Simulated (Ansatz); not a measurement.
# AsHNa: the cost of one run

Computed with Ansatz 0.2.0, Gaussian basis. Level: cc-pVDZ, all electrons in the functionals, frozen cores in the correlation of double hybrids and RPA.

The runs, in order: wB97M-V, B2PLYP, RPA-PBE, at charge 0, quartet; charge 0, doublet; charge 0, sextet; charge 1, triplet; charge 1, quintet; displaced geometry v1; displaced geometry v2.

43 further runs of the same task are left out: 15 for a known fault of the program, 14 that didn't finish, 14 set aside as unsound or not needed.

### Step 1. What is computed

The geometry is a PBE0/def2-TZVP stationary point (not a proven minimum). No spin-orbit coupling is included. The filled d shell of As may be among the frozen orbitals whatever the setting's name suggests; the logs give the count.

3 atoms, charge 0, spin multiplicity 4.

Atoms are counted from 1 here; the program's logs count them from 0.

Bond lengths: As1–H3 1.537 Å.

As a file:

```
atom    x (Å)    y (Å)     z (Å)
 As1  0.00000  0.00000   0.77703
 Na2  0.00000  0.00000  -3.09147
  H3  0.00000  0.00000   2.31443
```

No dispersion term is added; wB97M-V holds VV10 nonlocal correlation.

The geometry shown and the zero of energy belong to the point charge 0, quartet. The yardstick, UCCSDT(Q), and other wave-function levels (R restricted, U unrestricted, valence and pair active spaces) come from earlier runs.

### Step 2. wB97M-V, charge 0, quartet

in.yaml

```yaml
crystal:
  periodic: [false, false, false]
  atoms:
    - {symbol: As, position_ang: [0.000000, 0.000000, 0.777033]}
    - {symbol: Na, position_ang: [0.000000, 0.000000, -3.091467]}
    - {symbol: H, position_ang: [0.000000, 0.000000, 2.314433]}
basis:
  gaussian: {orbitals: cc-pVDZ}
magnetization: {spin_polarized: true, initial_magnetization: 3}
hamiltonian: {xc: {name: wB97M-V}}
output: {forces: true, orbitals: {seedname: orbitals}}
```

On the command line:

```bash
$ ansatz run in.yaml --threads 1 --pin off --events-out ev --progress --plain --max-ram 2393MiB
```

What time and memory should one allow on 1 thread of Arm Neoverse V1, shared host?

About 18 s, with a peak of 0.28 GiB.
